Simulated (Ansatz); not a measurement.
**NiO (R-3m): equation of state**

An exercise on one series of results from a longer session: the logs are not shown, and one member is left open.

Program: Ansatz 0.2.0. Level of theory: DFT PBE, scalar-relativistic, plane waves, PAW. These are calculated values, not measurements.

### The system as given

It takes space group R-3m (No. 166, trigonal). The conventional cell has a = 2.971 Å, b = 2.971 Å, c = 7.230 Å, α = 90.00°, β = 90.00°, γ = 120.00°. Ni (site symmetry -3m) has 6 O at 2.10 Å as nearest neighbours. O (site symmetry -3m) has 6 Ni at 2.10 Å as nearest neighbours.

Structure file:

```cif
data_structure
_symmetry_space_group_name_H-M 'P 1'
_symmetry_Int_Tables_number 1
_cell_length_a 5.1159
_cell_length_b 5.1159
_cell_length_c 5.1159
_cell_angle_alpha 33.757
_cell_angle_beta 33.757
_cell_angle_gamma 33.757
_cell_volume 36.84
loop_
_atom_site_label
_atom_site_type_symbol
_atom_site_fract_x
_atom_site_fract_y
_atom_site_fract_z
_atom_site_occupancy
Ni1 Ni 0.50000 0.50000 0.50000 1
O1 O 0.25001 0.25001 0.25001 1
Ni2 Ni 0.00000 0.00000 0.00000 1
O2 O 0.74999 0.74999 0.74999 1
```

This cell comes from an earlier session at PBE: 9.210 Å³/atom at 0.00 GPa, on a 10×10×10 mesh. The large moments point both ways and cancel.

Volume factors to run: 0.980, 1.020, 0.960, 1.040.

The first run:

File input.yaml:

```yaml
crystal:
  lattice:
    - [0.0, 1.7036626006, 4.7874962617]
    - [-1.4754150916, -0.8518313003, 4.7874962617]
    - [1.4754150916, -0.8518313003, 4.7874962617]
  atoms:
    - { symbol: Ni, position: [0.5, -0.5, 0.5], spin: 1.51 }
    - { symbol: O, position: [0.2500064716, 0.2500064716, 0.2500064716] }
    - { symbol: Ni, position: [1.0, 0.0, 1.0], spin: -1.51 }
    - { symbol: O, position: [0.7499935284, 0.7499935284, 0.7499935284] }
basis:
  ecutwfc: 420
  ecutrho_ratio: 4
kpoints:
  mp_grid: { grid: [10, 10, 10] }
hamiltonian:
  xc: pbe
scf:
  occupations: { method: gaussian, width: 0.05 }
output:
  forces: true
  stress: true
  eigenvalues: true
  populations: true
magnetization:
  spin_polarized: true
relax:
  f_tol: 0.01
  max_steps: 40
  cell: { stress_tol: 0.1, fix: [volume] }
```

Started as:

```console
$ ansatz run input.yaml --threads 2 --pin off --max-ram 5120MiB --backend cpu --events-out ev --progress --plain --runs-dir out
```

Among the steps run: Scaling the volume by 0.980; Scaling the volume by 1.020; Scaling the volume by 0.960; Volume × 1.040.

One table of the session follows, with a row left open; its other results are not shown here.

```
volume (Å³/atom)  energy (meV/atom)  pressure (GPa)  moment of atom 1 (μB)
           8.841               9.60            8.66                   1.35
           9.025               2.31            4.09                   1.36
           9.210               0.00            0.00                   1.37
           9.394                  ?               ?                      ?
           9.578               8.28           -6.94                   1.39
```

**Question.** Estimate the row for volume (Å³/atom) = 9.394.

Worked estimate for «energy (meV/atom)». A straight line through the neighbours (9.210, 0.00) and (9.578, 8.28) gives 0.00 + (8.28 − 0.00) × (9.394 − 9.210) / (9.578 − 9.210) = 4.14; a parabola fitted to 3 rows on both sides gives 2.00.

**Answer.** energy (meV/atom): 2.16; pressure (GPa): -3.66; moment of atom 1 (μB): 1.38. In «energy (meV/atom)» the line misses by +1.98 and the parabola by -0.16.

volume (Å³/atom), energy (meV/atom) and a bar:
```
     8.84        9.6 ##############################
     9.03        2.3 #######
     9.21        0.0 
     9.39        2.2 #######
     9.58        8.3 ##########################
```

Limits of these values: Warnings in the runs' records: stability check not made.
